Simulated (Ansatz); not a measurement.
# Alloy of Si and Ge (16 of 64 Si sites exchanged), 64 atoms

Wanted: the relaxed alloy cell and its gap (PBEsol, HSE06 and r²SCAN).

Method: density functional theory in Ansatz 0.2.0, PAW datasets, plane waves.

### 1 The system as built

64 atoms (48 Si, 16 Ge); a = 10.987 Å, b = 10.987 Å, c = 10.987 Å, α = 90.00°, β = 90.00°, γ = 90.00°. All atoms were shaken off their sites by about 0.02 Å along each axis.

Steps to follow: (2) PBEsol cell relaxation at the single k point (¼, ¼, ¼), on 7 threads of Arm Neoverse-V2; (3) HSE06 single point at the Γ point alone, on 7 threads of Arm Neoverse-V2; (4) r²SCAN single point at the Γ point alone, on 7 threads of Arm Neoverse-V2.

### 2 PBEsol relaxation of the cell and the positions

Contents of in.yaml:

```yaml
crystal:
  lattice:
    - [10.986980, 0.000000, 0.000000]
    - [0.000000, 10.986980, 0.000000]
    - [0.000000, 0.000000, 10.986980]
  atoms:
    - { symbol: Si, position: [0.001084, 0.999867, 0.001230] }
    - { symbol: Si, position: [0.999177, 0.999565, 0.501317] }
    - { symbol: Si, position: [0.998900, 0.498909, 0.998603] }
    - { symbol: Si, position: [0.002103, 0.501319, 0.500288] }
    - { symbol: Si, position: [0.501400, 0.500689, 0.498264] }
    - { symbol: Si, position: [0.126583, 0.122836, 0.123546] }
    - { symbol: Si, position: [0.127033, 0.627571, 0.625379] }
    - { symbol: Si, position: [0.624014, 0.127868, 0.123358] }
    - { symbol: Si, position: [0.626654, 0.126514, 0.623829] }
    - { symbol: Si, position: [0.624646, 0.625653, 0.626199] }
    - { symbol: Si, position: [0.254173, 0.249726, 0.998739] }
    - { symbol: Si, position: [0.250565, 0.750958, 0.002341] }
    - { symbol: Si, position: [0.248352, 0.750506, 0.499132] }
    - { symbol: Si, position: [0.749695, 0.248888, 0.999584] }
    - { symbol: Si, position: [0.749669, 0.749268, 0.998891] }
    - { symbol: Si, position: [0.750973, 0.751379, 0.498565] }
    - { symbol: Si, position: [0.374878, 0.374713, 0.123953] }
    - { symbol: Si, position: [0.377366, 0.873863, 0.127573] }
    - { symbol: Si, position: [0.375238, 0.875323, 0.623918] }
    - { symbol: Si, position: [0.875395, 0.376974, 0.124920] }
    - { symbol: Si, position: [0.874781, 0.375355, 0.623189] }
    - { symbol: Si, position: [0.872705, 0.877455, 0.126006] }
    - { symbol: Si, position: [0.247439, 0.500315, 0.247384] }
    - { symbol: Si, position: [0.249461, 0.499059, 0.750345] }
    - { symbol: Si, position: [0.751561, 0.498041, 0.250394] }
    - { symbol: Si, position: [0.748121, 0.501651, 0.750262] }
    - { symbol: Si, position: [0.372959, 0.126297, 0.373869] }
    - { symbol: Si, position: [0.376029, 0.122093, 0.873735] }
    - { symbol: Si, position: [0.375696, 0.624046, 0.373660] }
    - { symbol: Si, position: [0.373739, 0.625121, 0.874380] }
    - { symbol: Si, position: [0.874345, 0.123330, 0.379488] }
    - { symbol: Si, position: [0.876936, 0.125283, 0.875550] }
    - { symbol: Si, position: [0.873017, 0.627541, 0.375169] }
    - { symbol: Si, position: [0.875218, 0.626667, 0.872093] }
    - { symbol: Si, position: [0.002878, 0.249978, 0.252432] }
    - { symbol: Si, position: [0.000081, 0.247609, 0.750561] }
    - { symbol: Si, position: [0.999261, 0.751684, 0.250671] }
    - { symbol: Si, position: [0.999142, 0.749473, 0.748364] }
    - { symbol: Si, position: [0.500646, 0.249259, 0.246171] }
    - { symbol: Si, position: [0.500237, 0.248363, 0.750658] }
    - { symbol: Si, position: [0.502159, 0.750760, 0.251443] }
    - { symbol: Si, position: [0.500392, 0.749048, 0.750966] }
    - { symbol: Si, position: [0.126814, 0.372090, 0.378903] }
    - { symbol: Si, position: [0.124193, 0.372769, 0.873393] }
    - { symbol: Si, position: [0.123867, 0.872576, 0.373645] }
    - { symbol: Si, position: [0.123153, 0.876016, 0.874740] }
    - { symbol: Si, position: [0.623770, 0.372728, 0.874691] }
    - { symbol: Si, position: [0.628342, 0.875299, 0.374553] }
    - { symbol: Ge, position: [0.501336, 0.999121, 0.002674] }
    - { symbol: Ge, position: [0.497198, 0.003674, 0.500583] }
    - { symbol: Ge, position: [0.499973, 0.498079, 0.005076] }
    - { symbol: Ge, position: [0.123762, 0.125229, 0.625623] }
    - { symbol: Ge, position: [0.128928, 0.623904, 0.126827] }
    - { symbol: Ge, position: [0.623942, 0.622671, 0.126433] }
    - { symbol: Ge, position: [0.251220, 0.250632, 0.499698] }
    - { symbol: Ge, position: [0.749414, 0.249273, 0.499640] }
    - { symbol: Ge, position: [0.374654, 0.375094, 0.621565] }
    - { symbol: Ge, position: [0.873873, 0.877216, 0.626022] }
    - { symbol: Ge, position: [0.249412, 0.999479, 0.249897] }
    - { symbol: Ge, position: [0.248383, 0.000021, 0.749067] }
    - { symbol: Ge, position: [0.749281, 0.998361, 0.251472] }
    - { symbol: Ge, position: [0.751519, 0.996002, 0.752798] }
    - { symbol: Ge, position: [0.626805, 0.372517, 0.375974] }
    - { symbol: Ge, position: [0.628095, 0.873668, 0.874622] }
  symmetry: { detect: false }
kpoints:
  mp_grid: { grid: [1, 1, 1], shift: [0.25, 0.25, 0.25] }
hamiltonian:
  xc: pbesol
scf:
  occupations: { method: fermi_dirac, width: 0.01 }
relax:
  f_tol: 0.03
  max_steps: 80
  escape_saddle: false
  adjacent_minimum: "off"
  cell: { fix: [shape] }
output:
  forces: true
  eigenvalues: true
  populations: true
```

Further steps of the session: HSE06 single point; Single point with r²SCAN.

Before running it: what results should come out? Wanted: for each run, top filled to lowest empty.

The runs gave:

```
             level                     time   k points  top filled to lowest empty (eV)
PBEsol, relaxation     44 s (7 CPU threads)  (¼, ¼, ¼)                             0.98
             HSE06  3.4 min (7 CPU threads)          Γ                             1.17
            r²SCAN     26 s (7 CPU threads)          Γ                             0.75
```

| quantity | value |
| --- | --- |
| relaxation | 4 recorded steps, 0.89 eV gained |
| largest shift | 0.10 Å (Si43) |
| relaxed cell | a = 10.973 Å, b = 10.973 Å, c = 10.973 Å, α = 90.00°, β = 90.00°, γ = 90.00° |
| mean bonds | Ge–Ge 2.436, Ge–Si 2.394, Si–Si 2.357 Å |

**Reading.** The relaxation lowers the energy by 0.89 eV; the largest shift is 0.10 Å (Si43), while the volume changes by -0.4 %. The mean lengths of the listed bonds run from Si–Si 2.36 Å to Ge–Ge 2.44 Å. At the same k points, r²SCAN gives a spacing 0.42 eV smaller than the 1.17 eV of HSE06. Rows on different k points differ by sampling as well as by level. Exact exchange costs time: HSE06 ran about 7.9 times as long as r²SCAN on the same kind of device. No spin–orbit coupling is included; with elements this heavy it would shift the edges. With one k point the spacing samples only the states that fold onto it, so it can exceed the gap over the zone.
